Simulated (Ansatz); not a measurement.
# CH₇ClGeSi: basis-set convergence

The task here is to estimate one member of a computed series from the others.

Method: one geometry, several basis sets; program: Ansatz 0.2.0, Gaussian basis.

Plan: PBE0-D4/def2-SVP; ωB97M-V/def2-SVP; PBE0-D4/def2-QZVPP; ωB97M-V/def2-QZVPP; the functionals' def2-TZVPP values are taken from earlier runs.

## Structure used throughout

An earlier PBE0-D4 in a triple-zeta def2 set relaxation fixed the geometry.

SMILES `[CH3][GeH]([SiH3])[Cl]`, 11 atoms, charge 0, spin multiplicity 1.

Atoms are counted from 1 here; the program's logs count them from 0.

Bond lengths: C1–Ge2 1.947 Å, C1–H5 1.090 Å, C1–H6 1.090 Å, C1–H7 1.092 Å, Ge2–Si3 2.383 Å, Ge2–Cl4 2.177 Å, Ge2–H8 1.541 Å, Si3–H9 1.486 Å, Si3–H10 1.488 Å, Si3–H11 1.484 Å. Angles: Ge2–C1–H5 109.9°, Ge2–C1–H6 109.6°, Ge2–C1–H7 110.0°, H5–C1–H6 109.1°, H5–C1–H7 109.1°, H6–C1–H7 109.1°, C1–Ge2–Si3 114.7°, C1–Ge2–Cl4 106.5°, C1–Ge2–H8 111.0°, Si3–Ge2–Cl4 105.5°, Si3–Ge2–H8 113.1°, Cl4–Ge2–H8 105.2°, Ge2–Si3–H9 109.0°, Ge2–Si3–H10 109.7°, Ge2–Si3–H11 109.8°, H9–Si3–H10 109.1°, H9–Si3–H11 109.8°, H10–Si3–H11 109.4°.

The first run:

in.yaml

```yaml
crystal:
  periodic: [false, false, false]
  atoms:
    - {symbol: C, position_ang: [-0.906385, 1.559091, -0.194662]}
    - {symbol: Ge, position_ang: [-0.180279, -0.156993, -0.760003]}
    - {symbol: Si, position_ang: [1.206074, -1.231721, 0.853084]}
    - {symbol: Cl, position_ang: [-1.881976, -1.485230, -1.044110]}
    - {symbol: H, position_ang: [-1.438276, 1.443997, 0.749730]}
    - {symbol: H, position_ang: [-1.598317, 1.930659, -0.950813]}
    - {symbol: H, position_ang: [-0.097986, 2.281095, -0.064108]}
    - {symbol: H, position_ang: [0.482223, -0.045573, -2.146990]}
    - {symbol: H, position_ang: [0.447191, -1.375796, 2.122078]}
    - {symbol: H, position_ang: [2.419848, -0.407264, 1.101906]}
    - {symbol: H, position_ang: [1.613185, -2.569365, 0.354589]}
basis:
  gaussian: {orbitals: def2-SVP}
hamiltonian: {xc: pbe0, dispersion: d4}
output: {orbitals: {seedname: orbitals}}
```

Steps of the session up to this table: PBE0-D4 in def2-SVP; ωB97M-V in def2-SVP; PBE0-D4 in def2-QZVPP; ωB97M-V in def2-QZVPP.

One of the session's tables, all rows but one given; the rest of the session is left out.

It belongs to the step «Density functionals: the series». 

| functional | basis | HOMO (eV) | LUMO (eV) |
| --- | --- | --- | --- |
| PBE0-D4 | def2-SVP | -7.83 | -0.15 |
| PBE0-D4 | def2-TZVPP | -7.92 | -0.38 |
| PBE0-D4 | def2-QZVPP | ? | ? |
| ωB97M-V | def2-SVP | -9.85 | 1.79 |
| ωB97M-V | def2-TZVPP | -9.97 | 1.47 |
| ωB97M-V | def2-QZVPP | -9.99 | 1.20 |

**Question.** Estimate the row for PBE0-D4, def2-QZVPP.

As computed: HOMO (eV): -7.93; LUMO (eV): -0.49. In the column «HOMO (eV)» it lies between ωB97M-V, def2-SVP (-9.85) and PBE0-D4, def2-TZVPP (-7.92).
